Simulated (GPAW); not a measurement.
Input of a GPAW 26.7.0 run:

File run.py:

```python
import numpy as np
from ase.dft.bandgap import bandgap
from ase.io import read, write
from gpaw import GPAW, PW

atoms = read('POSCAR')
atoms.pbc = (True, True, False)

calc = GPAW(mode=PW(450),
            xc={'name': 'vdW-DF-cx', 'backend': 'libvdwxc'},
            kpts={'size': (9, 9, 1), 'gamma': True},
            occupations={'name': 'fermi-dirac', 'width': 0.05},
            nbands=83,
            convergence={'density': 1e-05, 'energy': 1e-05},
            maxiter=150,
            poissonsolver={'dipolelayer': 'xy'},
            txt='gpaw.txt')
atoms.calc = calc
energy = atoms.get_potential_energy()
forces = atoms.get_forces()
calc.write('gs.gpw')
write('result.traj', atoms)
print(f'Energy: {energy:.6f} eV')
print('Forces (eV/A):')
print(forces.round(4))
print('Fermi level:', round(calc.get_fermi_level(), 4), 'eV')
print(f'Gap: {bandgap(calc)[0]:.4f} eV, direct: {bandgap(calc, direct=True)[0]:.4f} eV')

v = calc.get_electrostatic_potential().mean(axis=(0, 1))
z = np.arange(len(v)) * atoms.cell[2, 2] / len(v)
ef = calc.get_fermi_level()
np.savetxt('planar.dat', np.c_[z, v], fmt='%.4f')
below, above = np.interp([1.5, atoms.cell[2, 2] - 1.5], z, v) - ef
print(f'Work functions: bottom {below:.4f} eV, top {above:.4f} eV')
print('Dipole moment:', *calc.get_dipole_moment().round(5), 'e A')
```

The input POSCAR:

```
Ag
1.0
    2.8893797293      0.0000000000      0.0000000000
    0.0000000000      2.8893797293      0.0000000000
    0.0000000000      0.0000000000     25.2155000000
Ag
6
Direct
    0.5000000000      0.5000000000      0.2974361008
    0.0000000000      0.0000000000      0.3784616605
    0.5000000000      0.5000000000      0.4594872202
    0.0000000000      0.0000000000      0.5405127798
    0.5000000000      0.5000000000      0.6215383395
    0.0000000000      0.0000000000      0.7025638992
```

Potentials or basis: GPAW PAW data sets (gpaw-data 1.2.1), pw.

Run with:

```bash
$ OMP_NUM_THREADS=1 python run.py
```

**Question.** Predict the largest force.

**Answer.** 0.142 eV/Å.

**Question.** Estimate the work function of the upper face.

**Answer.** 4.44 eV.

**Question.** What does it give for the work function of the lower face?

**Answer.** 4.44 eV.

Forces in eV/Å, atoms in the order of the input:
```
Ag   0.000  0.000  0.031
Ag   0.000  0.000 -0.141
Ag   0.000  0.000 -0.030
Ag   0.000  0.000  0.031
Ag   0.000  0.000  0.142
Ag   0.000  0.000 -0.029
```

Caveat: the PAW data sets were made with another functional, which shifts forces and pressure a little.
